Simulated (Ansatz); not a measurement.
A nudged elastic band was laid between two geometries of a periodic cell of 17 atoms, Mg$_{8}$HO$_{8}$ (host MgO, host structure Fm-3m, interstitial H), cell charge +1.

Level of theory: Ansatz 0.2.0, DFT PBE, scalar-relativistic, plane waves, PAW. Settings: PAW set soft_1, cutoff 420 eV, k mesh 2x2x2, gaussian smearing 0.05 eV, no spin polarisation.

```
movable images  : 3
climbing image  : yes
spring          : 5.0 eV/Å²
optimiser       : fire
start path      : default
force threshold : 0.05 eV/Å
iteration limit : 50
end points      : relaxed
largest step    : 1.0 Å
```

Image 0:

```xyz
17
Lattice="0.0000 4.2270 4.2270 4.2270 0.0000 4.2270 4.2270 4.2270 0.0000" Properties=species:S:1:pos:R:3
Mg -0.012 0.009 0.164
O 2.116 2.108 2.133
Mg 2.137 2.086 0.024
O 4.277 4.173 2.164
Mg 2.106 -0.044 2.154
O 4.242 2.079 4.258
Mg 4.267 2.118 2.154
O 6.371 4.208 4.258
Mg -0.013 1.945 2.101
O 2.116 4.204 4.230
Mg 2.277 4.236 2.102
O 4.246 6.335 4.230
Mg 2.120 2.103 4.234
O 4.246 4.205 6.360
Mg 4.267 4.183 4.220
O 6.371 6.306 6.357
H 0.585 3.636 2.699
```

Image 4:

```xyz
17
Lattice="0.0000 4.2270 4.2270 4.2270 0.0000 4.2270 4.2270 4.2270 0.0000" Properties=species:S:1:pos:R:3
Mg 0.041 0.007 -0.041
O 2.119 2.092 2.108
Mg 2.107 2.072 -0.041
O 4.248 4.222 2.109
Mg 2.122 -0.009 2.105
O 4.278 2.062 4.177
Mg 4.268 2.072 2.120
O 6.345 4.222 4.206
Mg -0.011 2.125 1.950
O 2.146 4.195 4.210
Mg 2.138 4.202 2.089
O 4.253 6.315 4.201
Mg 2.278 2.125 4.239
O 4.244 4.195 6.309
Mg 4.215 4.062 4.239
O 6.372 6.323 6.309
H 0.593 1.518 3.635
```

Which bonds break or form, and what moves?

Contacts lost: Mg1–H17, Mg11–H17, O14–H17. Contacts made: O12–H17, Mg13–H17, Mg15–H17. The atom that moves furthest is H17, by 2.32 Å.

What energy profile does the band end with?

The run converged. The highest image is number 1 of 0 to 4, 0.35 eV above the ends, which have the same energy within 2 meV. The profile has 2 maxima (images 1, 3) with wells between them (image 2): this band takes more than one step, which may be the mechanism or a detour left from its start path. The order of the stationary point at the top wasn't checked. Limits of this set-up: coarse k mesh, charged cell in a uniform background, uncorrected.

| image | path coordinate (Å) | energy (eV) | Mg1–H17 (Å) | Mg11–H17 (Å) | O14–H17 (Å) |
| --- | --- | --- | --- | --- | --- |
| 0 | 0.00 | 0.00 | 1.89 | 1.89 | 0.98 |
| 1 | 0.97 | 0.35 | 1.71 | 2.56 | 1.24 |
| 2 | 1.66 | 0.06 | 1.81 | 2.64 | 1.95 |
| 3 | 2.36 | 0.08 | 2.24 | 2.84 | 2.56 |
| 4 | 3.07 | 0.00 | 2.83 | 3.46 | 3.14 |

What is the geometry of the highest image?


```xyz
17
Lattice="0.0000 4.2270 4.2270 4.2270 0.0000 4.2270 4.2270 4.2270 0.0000" Properties=species:S:1:pos:R:3
Mg 0.057 0.124 0.155
O 2.217 2.051 2.079
Mg 2.184 2.107 -0.026
O 4.285 4.176 2.132
Mg 2.181 -0.053 2.134
O 4.287 2.102 4.206
Mg 4.287 2.115 2.145
O 6.356 4.228 4.256
Mg 0.059 1.926 1.957
O 2.217 4.228 4.257
Mg 2.162 4.172 2.136
O 4.287 6.479 4.056
Mg 2.163 2.106 4.202
O 4.286 4.022 6.513
Mg 4.287 4.163 4.192
O 6.356 6.278 6.306
H 0.058 3.144 3.164
```

The run took 7 min on 1 thread of Arm Neoverse V2 (shared host), peak memory 0.54 GiB.
